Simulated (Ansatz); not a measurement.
**Ag (fcc type): a single-point run**

The task is a single-point run on Ag (fcc type).

Method: DFT, LDA, all-electron LAPW, scalar-relativistic, in Ansatz 0.2.0.

1 further run of the same task is left out (it didn't finish). Runs told in other sessions of the task aren't counted.

## Step 1: The structure to begin with

The structure is cubic, space group Fm-3m (No. 225). The conventional cell has a = 2.684 Å, b = 2.684 Å, c = 2.684 Å, α = 90.00°, β = 90.00°, γ = 90.00°. Around Ag (site symmetry m-3m) lie 12 Ag at 1.90 Å.

As a file:

```
CELL_PARAMETERS angstrom
0.00000 1.34220 1.34220
1.34220 0.00000 1.34220
1.34220 1.34220 0.00000
ATOMIC_POSITIONS crystal
Ag 0.00000 0.00000 0.00000
```

## Step 2: Running it

Contents of input.yaml:

```yaml
crystal:
  lattice:
    - [0.0, 1.34220092, 1.34220092]
    - [1.34220092, 0.0, 1.34220092]
    - [1.34220092, 1.34220092, 0.0]
  atoms:
    - { symbol: Ag, position: [0.0, 0.0, 0.0] }
kpoints:
  mp_grid: { grid: [18, 18, 18] }
scf:
  occupations: { method: fermi_dirac, width: 0.05 }
  max_iter: 80
hamiltonian:
  xc: lda
  pseudopotentials: { kind: all_electron, lapw: { basis_error: 0.001 } }
output:
  forces: true
  stress: true
  eigenvalues: true
  populations: true
```

The run is started by

```console
$ ansatz run input.yaml --threads 1 --pin off --max-ram 2048MiB --backend cpu --events-out ev --progress --plain --runs-dir out
```

**Question.** How will this run end, and is anything wrong with its input?

The run converged and reported no error. It gives a pressure of 3653 GPa, which is large; a structure far from rest gives such values too, whatever the setting.

The structure is squeezed far below its natural size. The shortest distance in the input is 1.90 Å.

Fix: restore the intended size.
